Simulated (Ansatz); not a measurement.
The system is SiTe2.

```
CELL_PARAMETERS angstrom
3.80047 0.00000 0.00000
-1.90024 3.29130 0.00000
0.00000 0.00000 7.07909
ATOMIC_POSITIONS crystal
Te 0.66667 0.33333 0.22659
Te 0.33333 0.66667 0.77341
Si 0.00000 0.00000 0.00000
```

The cell comes from a database or a generator and needn't be the stable form of this composition.

* Program: Ansatz 0.2.0
* Task: relaxation of cell and atoms
* Functional: PBE
* Potentials or basis: Ansatz PAW
* Cutoff: 420 eV (not typed: the program's choice for these potentials)
* k mesh: 8 × 8 × 4
* Occupations: fermi-dirac, width 0.05 eV
* Spin: no spin polarisation

At the start: volume 29.52 Å³/atom.

Problem. Where does the relaxation end?

Solution. It ends after 8 steps and the volume is 31.13 Å³/atom (+5.5 %); space group P-3m1 (No. 164, to 0.05 Å).

The path:
| step | energy change (eV) | largest force (eV/Å) | volume (Å³) |
| --- | --- | --- | --- |
| 1 | 0.0000 | 0.2278 | 88.55 |
| 2 | -0.0073 | 0.0373 | 88.96 |
| 3 | -0.0086 | 0.0240 | 89.74 |
| 4 | -0.0105 | 0.0114 | 91.75 |
| 5 | -0.0107 | 0.0055 | 92.85 |
| 6 | -0.0107 | 0.0002 | 93.12 |
| 7 | -0.0107 | 0.0002 | 93.40 |
| 8 | -0.0115 | 0.0003 | 93.40 |

Final structure:
```
Te Si
1.0
     3.78724    0.00000    0.00000
    -1.89362    3.27985    0.00000
     0.00000    0.00000    7.51937
Te Si
2 1
Direct
  0.66667 0.33333 0.21710
  0.33333 0.66667 0.78290
  0.00000 0.00000 0.00000
```

Caveat: the plane-wave basis is chosen anew once the cell has moved, so the energies of steps on either side of that aren't comparable; this functional lacks dispersion, which binds the layers, so the pressure and a relaxed spacing across them are unreliable.
